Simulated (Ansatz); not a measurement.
# BF2HO: geometry and frequencies at several levels, part 2 of 2

The task, for BF2HO: geometry and frequencies at several levels.

Ansatz 0.2.0, Gaussian bases. Earlier steps stand in the parts before.

### Step 10. Frequencies, B3LYP-D4/def2-TZVPP

The input, input.yaml:

```yaml
crystal:
  periodic: [false, false, false]
  atoms:
    - { symbol: O, position_ang: [1.30024332, -0.50096879, 0.04289008] }
    - { symbol: B, position_ang: [0.03984297, -0.02359214, 0.00110913] }
    - { symbol: F, position_ang: [-0.97339935, -0.86939612, -0.07111028] }
    - { symbol: F, position_ang: [-0.22902325, 1.28089319, 0.02997072] }
    - { symbol: H, position_ang: [1.97676631, 0.17891387, 0.09468035] }
basis:
  gaussian: { orbitals: def2-TZVPP }
hamiltonian:
  xc: { name: B3LYP }
  dispersion: d4
phonons: {}
```

The run is started by

```console
$ ansatz run input.yaml --threads 2 --pin off --max-ram 5120MiB --backend cpu --events-out ev --progress --plain --runs-dir out
```

What it wrote, shortened:

```text
Warning: RAYON_NUM_THREADS=2 ignored (pool sized by the plan → 2); use --threads N
[...]
Functional definition: B3LYP
[...]
691 factors; their error is unknown
[...]
mean field -8182.02126390 eV, -300.6837354751 hartree, gradient 4.3e-5 eV, S^2 0.000000; 0 other end points of the search recorded, 0 dependent functions left out
[...]
reference -8182.02145776 eV, -300.6837425995 hartree; 16, 16 occupied and 122, 122 virtual orbitals, 691 factors
[...]
691 factors; their error is unknown
[...]
mean field -8182.02107100 eV, -300.6837283863 hartree, gradient 2.9e-6 eV, S^2 0.000000; 0 other end points of the search recorded, 0 dependent functions left out
[...]
reference -8182.02126482 eV, -300.6837355090 hartree; 16, 16 occupied and 122, 122 virtual orbitals, 691 factors
[...]
691 factors; their error is unknown
[...]
691 factors; their error is unknown
mean field -8182.02126013 eV, -300.6837353364 hartree, gradient 2.0e-6 eV, S^2 0.000000; 0 other end points of the search recorded, 0 dependent functions left out
[...]
reference -8182.02145398 eV, -300.6837424606 hartree; 16, 16 occupied and 122, 122 virtual orbitals, 691 factors
Total energy: -8182.10836097 eV, -300.6869362334 hartree
Atom 0 at     1.300243    -0.500969     0.042890 Å, force     0.000050     0.000019    -0.000029 eV/Å
Atom 1 at     0.039843    -0.023592     0.001109 Å, force    -0.000388    -0.000715    -0.000102 eV/Å
Atom 2 at    -0.973399    -0.869396    -0.071110 Å, force     0.000352     0.000274     0.000066 eV/Å
Atom 3 at    -0.229023     1.280893     0.029971 Å, force    -0.000142     0.000474     0.000017 eV/Å
Atom 4 at     1.976766     0.178914     0.094680 Å, force     0.000128    -0.000052     0.000048 eV/Å
Dipole moment:     0.367556     0.196759     0.022727 e Å
Vibrations: 441.48 475.37 539.86 683.75 882.20 1003.21 1424.07 1484.18 3868.44 cm⁻¹, zero-point energy 0.669673 eV
```

It took 39 s on 2 threads of Arm Neoverse V1, shared host; peak memory 0.2 GiB.

Harmonic frequencies (cm⁻¹; negative: imaginary): 441, 475, 540, 684, 882, 1003, 1424, 1484, 3868.

### Step 11. Relaxation, B2PLYP/def2-TZVPP

The input, input.yaml:

```yaml
crystal:
  periodic: [false, false, false]
  atoms:
    - { symbol: O, position_ang: [1.29868884, -0.50241187, 0.04276954] }
    - { symbol: B, position_ang: [0.04159496, -0.02441152, 0.00116916] }
    - { symbol: F, position_ang: [-0.96919586, -0.86574163, -0.07080408] }
    - { symbol: F, position_ang: [-0.22322349, 1.27592439, 0.03007118] }
    - { symbol: H, position_ang: [1.96656555, 0.18249063, 0.0943342] }
basis:
  gaussian: { orbitals: def2-TZVPP }
hamiltonian:
  xc: { name: B2PLYP }
relax:
  f_tol: 0.002
  max_steps: 150
```

The run is started by

```console
$ ansatz run input.yaml --threads 2 --pin off --max-ram 5120MiB --backend cpu --events-out ev --progress --plain --runs-dir out
```

What it wrote, shortened:

```text
Warning: RAYON_NUM_THREADS=2 ignored (pool sized by the plan → 2); use --threads N
[...]
Functional definition: B2PLYP
[...]
970 factors; integrals over basis functions are off by at most 4.3e-4 eV
[...]
mean field -8170.02993083 eV, -300.2430621128 hartree, gradient 4.7e-6 eV, S^2 0.000000; 0 other end points of the search recorded, 0 dependent functions left out
4 core orbitals not correlated: weight in the atoms' cores, before any rotation towards them, 1.000 or more for the frozen orbitals, at most 0.000 for the correlated occupied ones
reference -8170.03004782 eV, -300.2430664120 hartree; 12, 12 occupied and 122, 122 virtual orbitals, 970 factors
second order -26.62131332 eV of doubles, -0.00000000 eV of singles
[...]
relax step   1: F+E_penalty+E_count = -8177.21768543 eV  Δ(F+E_penalty+E_count) = +0.000e0 eV  max|allowed force component| = 1.902e-1 eV/Å  Δτ_max = 0.0000 Å  (36 SCF iters, accepted)
[...]
4 core orbitals not correlated: weight in the atoms' cores, before any rotation towards them, 1.000 or more for the frozen orbitals, at most 0.000 for the correlated occupied ones
reference -8170.02483534 eV, -300.2428748571 hartree; 12, 12 occupied and 122, 122 virtual orbitals, 970 factors
second order -26.64505747 eV of doubles, -0.00000000 eV of singles
[...]
Total energy: -8177.21900086 eV, -300.5072555635 hartree
Atom 0 at     1.301335    -0.503482     0.042848 Å, force    -0.000191     0.000126    -0.000013 eV/Å
Atom 1 at     0.040611    -0.023726     0.001135 Å, force     0.000055    -0.000210    -0.000031 eV/Å
Atom 2 at    -0.972202    -0.868355    -0.071014 Å, force     0.000071     0.000029     0.000020 eV/Å
Atom 3 at    -0.226222     1.279952     0.030064 Å, force    -0.000064     0.000119     0.000006 eV/Å
Atom 4 at     1.970907     0.181461     0.094506 Å, force     0.000130    -0.000063     0.000018 eV/Å
Dipole moment:     0.361591     0.199967     0.022564 e Å
```

It took 39 s on 2 threads of Arm Neoverse V1, shared host; peak memory 0.47 GiB.

Relaxation path:

| step | E - E(step 1) (eV) | largest force component (eV/Å) |
| --- | --- | --- |
| 1 | 0.0000 | 0.1902 |
| 2 | -0.0011 | 0.0682 |
| 3 | -0.0012 | 0.0053 |
| 4 | -0.0012 | 0.0219 |
| 5 | -0.0012 | 0.0002 |

Step 1 is the start. Step 4 was tried and not accepted.

Before: Bond lengths: O1–B2 1.346 Å, B2–F3 1.317 Å, B2–F4 1.327 Å, O1–H5 0.958 Å. Angles: O1–B2–F3 119.5°, O1–B2–F4 122.3°, F3–B2–F4 118.3°, B2–O1–H5 113.5°.

After: Bond lengths: O1–B2 1.350 Å, B2–F3 1.321 Å, B2–F4 1.331 Å, O1–H5 0.959 Å. Angles: O1–B2–F3 119.4°, O1–B2–F4 122.3°, F3–B2–F4 118.3°, B2–O1–H5 113.6°.

### Step 12. Geometries side by side

```csv
level,O1–B2 (Å),B2–F3 (Å),B2–F4 (Å),rotational constants (MHz),dipole (D),highest frequency (cm⁻¹),CPU time
PBE0-D4/def2-TZVPP,1.3455,1.3171,1.3273,"10321, 10085, 5100.9",1.98,3922,27 s
PBE-D4/def2-TZVPP,1.3582,1.3311,1.3420,"10094, 9900.3, 4998",1.96,3763,20 s
r2SCAN-D4/def2-TZVPP,1.3490,1.3201,1.3307,"10261, 10048, 5076.6",1.97,3866,33 s
B3LYP-D4/def2-TZVPP,1.3484,1.3218,1.3322,"10249, 10024, 5067.7",2.01,3868,29 s
B2PLYP/def2-TZVPP,1.3496,1.3208,1.3310,"10254, 10037, 5072.1",1.99,-,77 s
```

Constants are for the commonest isotopes at the equilibrium geometry; times are CPU times of the relaxations.

### Step 13. Summary of results

This closing draws on all 2 parts.

| quantity | value |
| --- | --- |
| O1–B2 at B2PLYP/def2-TZVPP | 1.350 Å |
| B2–F3 at B2PLYP/def2-TZVPP | 1.321 Å |
| B2–F4 at B2PLYP/def2-TZVPP | 1.331 Å |
| frequencies at B3LYP-D4/def2-TZVPP | 441 to 3868 cm⁻¹ |

In words: The O–B distance spreads over 0.013 Å, from PBE0-D4/def2-TZVPP (shortest) to PBE-D4/def2-TZVPP. No mode is imaginary, so the geometry is a minimum.
